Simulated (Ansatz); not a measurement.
This was printed by a script on the Ansatz DFT code, driven from Python, for a single point from a YAML input of GaN, space group P6_3mc. What did the script look like? Use: PBE, PAW, cutoff 420 eV, 6×6×2 k-points, fixed occupations.

Contents of `input.yaml`:
```yaml
crystal:
  lattice:
    - [3.211538, 0.0, 0.0]
    - [-1.605769, 2.781273, 0.0]
    - [0.0, 0.0, 10.35684]
  atoms:
    - { symbol: Ga, position: [0.0, 0.0, 0.285868] }
    - { symbol: Ga, position: [0.333333, 0.666667, 0.537349] }
    - { symbol: Ga, position: [0.666667, 0.333333, 0.037349] }
    - { symbol: Ga, position: [0.0, 0.0, 0.785868] }
    - { symbol: "N", position: [0.333333, 0.666667, 0.843745] }
    - { symbol: "N", position: [0.0, 0.0, 0.593038] }
    - { symbol: "N", position: [0.666667, 0.333333, 0.343745] }
    - { symbol: "N", position: [0.0, 0.0, 0.093038] }
  symmetry: { detect: false }
kpoints:
  mp_grid: { kspacing: 0.4 }
hamiltonian:
  xc: pbe
scf:
  occupations: { method: fixed }
  mixing: { preconditioner: kerker_dos }
basis:
  ecutwfc: "420 eV"
output:
  forces: true
```

Output of `python run_yaml_run.py`:
```text
sections: ['crystal', 'kpoints', 'hamiltonian', 'scf', 'basis', 'output']
free energy      -16669.35400 eV
per atom         -2083.66925 eV
SCF iterations   9  (converged: True)
forces (eV/A)
  Ga    0.0000   -0.0000    0.0260
  Ga    0.0000   -0.0000   -0.1373
  Ga   -0.0000    0.0000   -0.1373
  Ga   -0.0000    0.0000    0.0260
  N     0.0000   -0.0000    0.3204
  N    -0.0000    0.0000   -0.2092
  N    -0.0000    0.0000    0.3204
  N     0.0000   -0.0000   -0.2092
audit    band_cg_iterations x1
audit    loop_bands_changed x1
```

The script that was run (others could print the same):

`run_yaml_run.py`:
```python
"""GaN from YAML text."""

from collections import Counter

import ansatz as az
import yaml

with open("input.yaml") as handle:
    tree = yaml.safe_load(handle)
print("sections:", list(tree))
out = az.Session.from_dict(tree).plan().execute()
rep = out.report

print(f"free energy      {rep['free_energy_ev']:.5f} eV")
print(f"per atom         {rep['free_energy_ev'] / len(out.lattice.sites):.5f} eV")
print(f"SCF iterations   {rep['n_iterations']}  (converged: {rep['converged']})")

# forces in eV per angstrom
print("forces (eV/A)")
for site, force in zip(out.lattice.sites, rep["forces_ev_ang"]):
    print(f"  {site.symbol:2s} {force[0]:9.4f} {force[1]:9.4f} {force[2]:9.4f}")

told = Counter((n["data"]["severity"], n["data"]["kind"]) for n in out.notices if n["event"] == "notice")
for (severity, kind), count in sorted(told.items()):
    print(f"{severity:8s} {kind} x{count}")
```

Caveats:
- The settings weren't tested for convergence.
- This cell is a computed structure, which may not be the phase found in nature.
- Run time: 12 s on 1 thread of Arm Neoverse V2 (shared host), peak memory 0.42 GiB.

(Lines on the test bed's own set-up are left out of the output.)
